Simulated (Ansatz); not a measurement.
# BH4NOTe: the cost of one run

Method: RKS PBE0-D4/def2-SVP, in Ansatz 0.2.0.

1 further run of the same task is left out (it didn't finish).

## 1. The starting structure

Bond lengths: N1–B2 1.462 Å, B2–O3 1.433 Å, B2–Te4 2.156 Å, N1–H5 1.099 Å, N1–H6 1.067 Å, O3–H7 1.033 Å, Te4–H8 1.745 Å. Angles: N1–B2–O3 118.7°, N1–B2–Te4 122.7°, O3–B2–Te4 118.6°, B2–N1–H5 107.8°, B2–N1–H6 110.7°, H5–N1–H6 103.2°, B2–O3–H7 106.4°, B2–Te4–H8 90.2°.

Coordinates:

```xyz
8

N    -0.1740    1.3113    0.0016
B     0.3165   -0.0658    0.0433
O     1.7046   -0.3100   -0.2160
Te   -0.9632   -1.7458    0.4752
H    -0.9795    1.3579   -0.7453
H    -0.6706    1.5627    0.9125
H     2.1860   -0.2550    0.6962
H    -1.3277   -1.9124   -1.2233
```

## 2. End point A

input.yaml

```yaml
crystal:
  periodic: [false, false, false]
  atoms:
    - { symbol: "N", position_ang: [-0.174, 1.3113, 0.0016] }
    - { symbol: B, position_ang: [0.3165, -0.0658, 0.0433] }
    - { symbol: O, position_ang: [1.7046, -0.31, -0.216] }
    - { symbol: Te, position_ang: [-0.9632, -1.7458, 0.4752] }
    - { symbol: H, position_ang: [-0.9795, 1.3579, -0.7453] }
    - { symbol: H, position_ang: [-0.6706, 1.5627, 0.9125] }
    - { symbol: H, position_ang: [2.186, -0.255, 0.6962] }
    - { symbol: H, position_ang: [-1.3277, -1.9124, -1.2233] }
basis:
  gaussian: { orbitals: def2-SVP }
hamiltonian:
  xc: pbe0
  dispersion: d4
relax:
  f_tol: 0.015
  max_steps: 40
output:
  orbitals: {}
```

Launch:

```console
ansatz run input.yaml --threads 1 --pin off --max-ram 2048MiB --backend cpu --events-out ev --progress --plain --runs-dir out
```

What time and memory should one allow on 1 thread of Arm Neoverse V1, shared host?

About 85 s, with a peak of 0.19 GiB.
